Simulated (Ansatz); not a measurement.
# GeH₄OZn: a ladder of functionals and wavefunction methods

Aim: compute GeH₄OZn with functionals from several rungs and with coupled cluster. The yardstick is the atomisation energy at the CCSD(T) limit.

The runs use Ansatz 0.2.0, Gaussian basis; functionals in def2-TZVPP, the program's frozen cores in correlated methods.

Plan: LDA (SPW92), PBE-D4, revPBE-D4, BLYP-D4, r2SCAN-D4, B97M-V, PBE0-D4, B3LYP-D4, r2SCANh-D4, r2SCAN0-D4, HSE06-D4, BHLYP-D4, CAM-B3LYP-D4, LC-ωPBE, ωB97X-V, ωB97M-V, B2PLYP, PBE-QIDH; CCSD(T)/def2-SVP; CCSD(T)/def2-TZVPP; MP2/def2-QZVPP; extrapolation to the limit; RPA on PBE.

**1. The relaxed structure**

An earlier PBE0-D4 in a triple-zeta def2 set relaxation fixed the geometry.

SMILES `[ZnH][O][GeH3]`, 7 atoms, charge 0, spin multiplicity 1.

Atoms are counted from 1 here; the program's logs count them from 0.

Bond lengths: Zn1–O2 1.764 Å, Zn1–H4 1.512 Å, O2–Ge3 1.758 Å, Ge3–H5 1.546 Å, Ge3–H6 1.542 Å, Ge3–H7 1.540 Å. Angles: O2–Zn1–H4 177.2°, Zn1–O2–Ge3 139.3°, O2–Ge3–H5 110.5°, O2–Ge3–H6 108.8°, O2–Ge3–H7 108.0°, H5–Ge3–H6 109.5°, H5–Ge3–H7 109.8°, H6–Ge3–H7 110.2°.

Geometry (Å):

```csv
atom,x (Å),y (Å),z (Å)
Zn1,-1.7785,-1.0055,-0.5715
O2,-0.3787,-0.5838,0.4154
Ge3,0.9912,0.5171,0.3830
H4,-2.9963,-1.4190,-1.3663
H5,1.1654,1.1235,-1.0285
H6,0.7453,1.6482,1.4013
H7,2.2516,-0.2805,0.7666
```

**2. LDA**

This LDA is Slater exchange with PW92 correlation.

in.yaml reads:

```yaml
crystal:
  periodic: [false, false, false]
  atoms:
    - {symbol: Zn, position_ang: [-1.778536, -1.005509, -0.571539]}
    - {symbol: O, position_ang: [-0.378659, -0.583774, 0.415442]}
    - {symbol: Ge, position_ang: [0.991196, 0.517101, 0.382981]}
    - {symbol: H, position_ang: [-2.996315, -1.419032, -1.366285]}
    - {symbol: H, position_ang: [1.165401, 1.123481, -1.028496]}
    - {symbol: H, position_ang: [0.745309, 1.648226, 1.401335]}
    - {symbol: H, position_ang: [2.251604, -0.280492, 0.766572]}
basis:
  gaussian: {orbitals: def2-TZVPP}
hamiltonian: {xc: lda}
output: {orbitals: {seedname: orbitals}}
```

Command:

```bash
ansatz run in.yaml --threads 2 --pin off --events-out ev --progress --plain --max-ram 4352MiB
```

The runs that follow: PBE-D4 (GGA); revPBE-D4 (GGA); BLYP-D4 (GGA); r2SCAN-D4 (meta-GGA); B97M-V (meta-GGA); B3LYP-D4 (hybrid); r2SCANh-D4 (hybrid); r2SCAN0-D4 (hybrid); HSE06-D4 (hybrid); BHLYP-D4 (hybrid); CAM-B3LYP-D4 (range-separated); LC-ωPBE (range-separated); ωB97X-V (range-separated); ωB97M-V (range-separated); B2PLYP (double hybrid); PBE-QIDH (double hybrid); CCSD(T) in def2-SVP; CCSD(T) in def2-TZVPP; MP2 in def2-QZVPP; RPA on PBE orbitals.

**Question.** What will the summary of the whole plan be? Wanted: atomisation energy, CCSD(T)/CBS; farthest beyond LDA; mean size of error, GGA; mean size of error, meta-GGA; mean size of error, hybrid; mean size of error, range-separated; mean size of error, double hybrid; gap, smallest and largest; T1 diagnostic.

As calculated:

| quantity | value |
| --- | --- |
| atomisation energy, CCSD(T)/CBS | 1795.9 kJ/mol |
| functionals within 18.0 kJ/mol (1.0 %) | r2SCAN-D4, B97M-V, r2SCANh-D4, CAM-B3LYP-D4, LC-ωPBE, ωB97X-V |
| farthest beyond LDA | BHLYP-D4 (-84.0 kJ/mol) |
| mean size of error, GGA | 53.6 kJ/mol |
| mean size of error, meta-GGA | 3.7 kJ/mol |
| mean size of error, hybrid | 47.7 kJ/mol |
| mean size of error, range-separated | 12.2 kJ/mol |
| mean size of error, double hybrid | 36.9 kJ/mol |
| gap, smallest and largest | 5.13 eV (LDA (SPW92)), 12.21 eV (LC-ωPBE) |
| T1 diagnostic | 0.0157 |
| triples share of the correlation energy | 3.2 % |

In words: LDA overbinds by 248.4 kJ/mol (14 %). PBE-D4 is off by -30.1 kJ/mol. Double hybrids carry the basis error of their MP2 part in triple zeta, and no dispersion term here, so their miss is partly the set-up's. The rungs meta-GGA, range-separated miss on average by less than the doubt on the reference (18.0 kJ/mol), so they tie. The reference freezes the cores and leaves out relativity and excitations past (T), and its outer-core shells are covered unevenly, so misses under about 18.0 kJ/mol can't be ranked. Hartree-Fock recovers 69 % of the binding; the rest is correlation. CCSD(T) in def2-SVP is off by -130.9 kJ/mol, so the small basis spoils what the method gains. Orbital gaps span 5.1 to 12.2 eV; exact exchange widens them. For Zn the d shell is correlated and the shells below it are frozen. Correlated methods include outer-core shells of Ge, which these sets cover unevenly.
